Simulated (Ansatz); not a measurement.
# LaLuAl4: the cost of one run

All numbers are computed with the Python package of Ansatz 0.2.0. Level of theory: DFT PBEsol, plane waves, PAW.

### Step 1. Starting point

The structure is cubic, space group F-43m (No. 216). Conventional cell: a = 7.972 Å, b = 7.972 Å, c = 7.972 Å, α = 90.00°, β = 90.00°, γ = 90.00°. La (site symmetry -43m) is surrounded by 12 Al at 3.31 Å and 4 Lu at 3.45 Å. Lu (site symmetry -43m) has 12 Al at 3.30 Å and 4 La at 3.45 Å as nearest neighbours. Around Al (site symmetry 3m) lie 6 Al at 2.82 Å.

The script reads lalual4.cif:

```cif
data_LaLuAl4
_cell_length_a 5.637123
_cell_length_b 5.637123
_cell_length_c 5.637123
_cell_angle_alpha 60.00000
_cell_angle_beta 60.00000
_cell_angle_gamma 60.00000
_symmetry_space_group_name_H-M 'P 1'
_symmetry_Int_Tables_number 1
loop_
_symmetry_equiv_pos_as_xyz
'x, y, z'
loop_
_atom_site_label
_atom_site_type_symbol
_atom_site_fract_x
_atom_site_fract_y
_atom_site_fract_z
La1 La    0.750000    0.750000    0.750000
Lu2 Lu    0.000000    0.000000    0.000000
Al3 Al    0.374879    0.374879    0.374879
Al4 Al    0.875364    0.374879    0.374879
Al5 Al    0.374879    0.374879    0.875364
Al6 Al    0.374879    0.875364    0.374879
```

### Step 2. The script

lalual4.py reads:

```python
'''How the energy of LaLuAl4 depends on the smearing.'''

import ansatz as az
from ase.io import read

atoms = read('lalual4.cif')
cell = az.Crystal.from_ase(atoms)

calculation = cell.calculation().functional('PBEsol').kpoints(6).forces().stress()

rows = []
for value in [0.5, 0.3, 0.2, 0.1]:
    r = calculation.occupations('cold', width=value).run().report
    rows.append((value, r['free_energy_ev'] / len(r['lattice']['sites']), r['n_iterations'], sum(r['stress_gpa'][i][i] for i in range(3)) / 3, max(abs(f) for row in r['forces_ev_ang'] for f in row), r['n_kpoints']))

print('  width (eV)   F/atom (eV)    iterations       P (GPa)  max component (eV/A)      k-points')
for row in rows:
    print(f'{str(row[0]):>12s}  {row[1]:12.5f}  {row[2]:12d}  {row[3]:12.3f}  {row[4]:20.4f}  {row[5]:12d}')

# the last row is the reference
for row in rows[:-1]:
    shift = 1000 * (row[1] - rows[-1][1])
    print(f'{row[0]}: {shift:+.2f} meV/atom' + ('  (within 2 meV)' if abs(shift) < 2 else ''))
```

### Step 3. The calls as engine input

The engine receives this input (first run):

```yaml
crystal:
  lattice:
    - [5.637123, 0.0, 0.0]
    - [2.8185615000000004, 4.881891722257546, 0.0]
    - [2.8185615000000004, 1.6272972407525155, 4.602691655769045]
  atoms:
    - { symbol: La, position: [0.75, 0.75, 0.75] }
    - { symbol: Lu, position: [0.0, 0.0, 0.0] }
    - { symbol: Al, position: [0.374879, 0.3748790000000002, 0.374879] }
    - { symbol: Al, position: [0.8753640000000001, 0.3748790000000002, 0.374879] }
    - { symbol: Al, position: [0.37487899999999996, 0.3748790000000001, 0.8753640000000001] }
    - { symbol: Al, position: [0.37487899999999996, 0.8753640000000001, 0.374879] }
kpoints:
  mp_grid:
    grid: [6, 6, 6]
hamiltonian:
  xc: pbesol
scf:
  occupations:
    method: cold
    width: 0.5
output:
  forces: true
  stress: true
```

### Step 4. Launch

On the command line:

```console
python lalual4.py
```

What time and memory should one allow on 1 thread of Intel Xeon Platinum 8259CL at 2.50GHz (Skylake/Cascade Lake), shared host?

About 30 s, with a peak of 0.54 GiB.
